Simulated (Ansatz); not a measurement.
# NbTe (zincblende): equation of state and elastic constants

One table from this session's results is given with a row withheld; the runs are named, their logs left out.

Program: Ansatz 0.2.0. Level of theory: DFT PBEsol, scalar-relativistic, plane waves, PAW. These are calculated values, not measurements.

### The starting structure

Symmetry: F-43m, No. 216, cubic system. The conventional cell has a = 6.269 Å, b = 6.269 Å, c = 6.269 Å, α = 90.00°, β = 90.00°, γ = 90.00°. Around Nb (site symmetry -43m) lie 4 Te at 2.71 Å. Around Te (site symmetry -43m) lie 4 Nb at 2.71 Å.

Coordinates:

```cif
data_structure
_symmetry_space_group_name_H-M 'P 1'
_symmetry_Int_Tables_number 1
_cell_length_a 4.4325
_cell_length_b 4.4325
_cell_length_c 4.4325
_cell_angle_alpha 60.000
_cell_angle_beta 60.000
_cell_angle_gamma 60.000
_cell_volume 61.58
loop_
_atom_site_label
_atom_site_type_symbol
_atom_site_fract_x
_atom_site_fract_y
_atom_site_fract_z
_atom_site_occupancy
Nb1 Nb 0.00000 0.00000 0.00000 1
Te1 Te 0.25000 0.25000 0.25000 1
```

This cell comes from an earlier session at PBEsol: 30.790 Å³/atom at 0.00 GPa, on a 8×8×8 mesh.

Volume factors to run: 0.980, 1.020, 0.960, 1.040.

The first run:

input.yaml

```yaml
crystal:
  lattice:
    - [0.0, 3.1132405844, 3.1132405844]
    - [3.1132405844, 0.0, 3.1132405844]
    - [3.1132405844, 3.1132405844, 0.0]
  atoms:
    - { symbol: Nb, position: [0.0, 0.0, 0.0], spin: 1.49 }
    - { symbol: Te, position: [0.25, 0.25, 0.25] }
basis:
  ecutwfc: 420
  ecutrho_ratio: 4
kpoints:
  mp_grid: { grid: [8, 8, 8] }
hamiltonian:
  xc: pbesol
scf:
  occupations: { method: gaussian, width: 0.05 }
output:
  forces: true
  stress: true
  eigenvalues: true
  populations: true
magnetization:
  spin_polarized: true
```

Among the steps run: Volume × 0.980; Scaling the volume by 1.020; At 0.960 of the relaxed volume; Scaling the volume by 1.040.

One table of the session follows, with a row left open; its other results are not shown here.

| volume (Å³/atom) | energy (meV/atom) | pressure (GPa) | moment of atom 1 (μB) |
| --- | --- | --- | --- |
| 29.559 | 11.14 | 3.06 | 1.30 |
| 30.174 | ? | ? | ? |
| 30.790 | 0.00 | 0.00 | 1.36 |
| 31.406 | 2.27 | -1.20 | 1.41 |
| 32.022 | 8.80 | -2.19 | 1.47 |

Estimate the missing values for volume (Å³/atom) = 30.174.

Worked estimate for «energy (meV/atom)». A straight line through the neighbours (29.559, 11.14) and (30.790, 0.00) gives 11.14 + (0.00 − 11.14) × (30.174 − 29.559) / (30.790 − 29.559) = 5.57; a parabola fitted to 3 rows on both sides gives 2.96.

**Answer.** energy (meV/atom): 2.55; pressure (GPa): 1.42; moment of atom 1 (μB): 1.32. In «energy (meV/atom)» the line misses by +3.02 and the parabola by +0.41.

volume (Å³/atom), energy (meV/atom) and a bar:
```
    29.56       11.1 ##############################
    30.17        2.6 #######
    30.79        0.0 
    31.41        2.3 ######
    32.02        8.8 ########################
```

To keep in mind: Spin–orbit coupling is left out, though the cell holds Te; it can open a gap where p bands cross.
